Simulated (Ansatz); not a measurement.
# AlFe3: further runs on the relaxed cell

One table from this session's results is given with a row withheld; the runs are named, their logs left out.

Method: DFT PBEsol, scalar-relativistic, plane waves, PAW, in Ansatz 0.2.0.

### The system as given

Symmetry: Fm-3m, No. 225, cubic system. The conventional cell has a = 5.662 Å, b = 5.662 Å, c = 5.662 Å, α = 90.00°, β = 90.00°, γ = 90.00°. Around Al (site symmetry m-3m) lie 8 Fe at 2.45 Å. Fe (site symmetry m-3m) is surrounded by 8 Fe at 2.45 Å. Fe (site symmetry -43m) is surrounded by 4 Al at 2.45 Å and 4 Fe at 2.45 Å.

Structure file:

```xyz
4
Lattice="0.0000 2.8308 2.8308 2.8308 0.0000 2.8308 2.8308 2.8308 0.0000" Properties=species:S:1:pos:R:3 pbc="T T T"
Al    0.0000    0.0000    0.0000
Fe    2.8308    2.8308    2.8308
Fe    1.4154    1.4154    1.4154
Fe    4.2462    4.2462    4.2462
```

It goes back to an entry of the Materials Project, which need not be the stable form.

This cell was relaxed beforehand with the same method: volume 11.34 Å³/atom, gap on the mesh none (metal), site moments up to 2.3 μB.

The first run:

input.yaml reads:

```yaml
crystal:
  lattice:
    - [0.0, 2.8871421494, 2.8871421494]
    - [2.8871421494, 0.0, 2.8871421494]
    - [2.8871421494, 2.8871421494, 0.0]
  atoms:
    - { symbol: Al, position: [0.0, 0.0, 0.0] }
    - { symbol: Fe, position: [0.5, 0.5, 0.5], spin: 2.57 }
    - { symbol: Fe, position: [0.25, 0.25, 0.25], spin: 2.0 }
    - { symbol: Fe, position: [0.75, 0.75, 0.75], spin: 2.0 }
basis:
  ecutwfc: 420
kpoints:
  mp_grid: { grid: [12, 12, 12] }
hamiltonian:
  xc: pbesol
scf:
  occupations: { method: gaussian, width: 0.1 }
output:
  forces: true
  stress: true
  eigenvalues: true
  populations: true
magnetization:
  spin_polarized: true
```

On the command line:

```console
ansatz run input.yaml --threads 1 --pin off --max-ram 2560MiB --backend cpu --events-out ev --progress --plain --runs-dir out
```

Among the steps run: The cell as listed, for comparison; Point at V/V0 = 0.97; Point at V/V0 = 1.03; Point at V/V0 = 0.94; Volume × 1.06; Point at V/V0 = 0.91; Point at V/V0 = 1.10; Volume × 0.88.

One of the session's tables, all rows but one given; the rest of the session is left out.

It belongs to the step «Energy against volume». 

```
volume (Å³/atom)  energy above the lowest point (meV/atom)  pressure (GPa)  largest moment (μB)
           9.981                                     101.1           25.23                 2.08
          10.321                                      58.9           15.08                 2.15
          10.662                                      25.9           12.20                 2.18
          11.002                                         ?               ?                    ?
          11.342                                       0.0            0.00                 2.34
          11.682                                       5.6           -5.38                 2.38
          12.023                                      22.2          -10.00                 2.41
          12.476                                      58.4          -14.62                 2.45
```

**Question.** Estimate the row for volume (Å³/atom) = 11.002.

Worked estimate for «energy above the lowest point (meV/atom)». A straight line through the neighbours (10.662, 25.9) and (11.342, 0.0) gives 25.9 + (0.0 − 25.9) × (11.002 − 10.662) / (11.342 − 10.662) = 12.9; a parabola fitted to 4 rows on both sides gives 6.5.

As computed: energy above the lowest point (meV/atom): 6.8; pressure (GPa): 5.91; largest moment (μB): 2.27. In «energy above the lowest point (meV/atom)» the line misses by +6.1 and the parabola by -0.3.
